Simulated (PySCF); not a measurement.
**From one method to the next for Pt (triplet)**

What do other methods print for Pt (triplet)?

Computed with PySCF 2.14.0. Level: method and basis as typed in the scripts.

7 further runs of the same task are left out: 1 for a known fault of the program, 6 that didn't finish.

## Step 1: The atom

Pt (triplet): 1 atom, charge 0, spin multiplicity 3.

## Step 2: The base run

input.py

```python
from pyscf import gto, scf, mp

mol = gto.M(
    atom='Pt 0 0 0',
    basis='def2-qzvp',
    ecp={'Pt': 'def2-qzvp'},
    charge=0,
    spin=2,
    verbose=3,
)
mf = scf.UHF(mol)
mf.level_shift = 0.3
mf = mf.newton()
mf.kernel()
mp.MP2(mf).kernel()
mf.dip_moment()
print('orbital energies (hartree):', [e[max(0, n-3):n+3].round(4) for e, n in zip(mf.mo_energy, mol.nelec)])
```

Launch:

```bash
> OMP_NUM_THREADS=1 python input.py
```

## Step 3: SCF alone

Variant 1 changes step after the SCF: mp2 → none.

input.py, as its differences from that of step 2:

```diff
@@ -1,2 +1,2 @@
-from pyscf import gto, scf, mp
+from pyscf import gto, scf
 
@@ -14,3 +14,2 @@
 mf.kernel()
-mp.MP2(mf).kernel()
 mf.dip_moment()
```

## Step 4: Stability test

Variant 2 changes step after the SCF: mp2 → stability.

input.py, as its differences from that of step 2:

```diff
@@ -1,2 +1,2 @@
-from pyscf import gto, scf, mp
+from pyscf import gto, scf
 
@@ -14,3 +14,3 @@
 mf.kernel()
-mp.MP2(mf).kernel()
+mf.stability(internal=True, external=True)
 mf.dip_moment()
```

**Question.** What will these runs give? Wanted: for each run, E(SCF); from base; after the SCF.

**Answer**, as computed:

| run | E(SCF) (hartree) | from base (eV) | after the SCF |
| --- | --- | --- | --- |
| base | -118.399790 | 0 | MP2 correlation -15.614 eV |
| SCF alone | -118.399790 | 0.0000 | n/a |
| stability test | -118.399790 | 0.0000 | unstable: internal |

**Reading.** Total energies from different bases, Hamiltonians or methods carry different errors, so properties are taken as differences within one set-up.
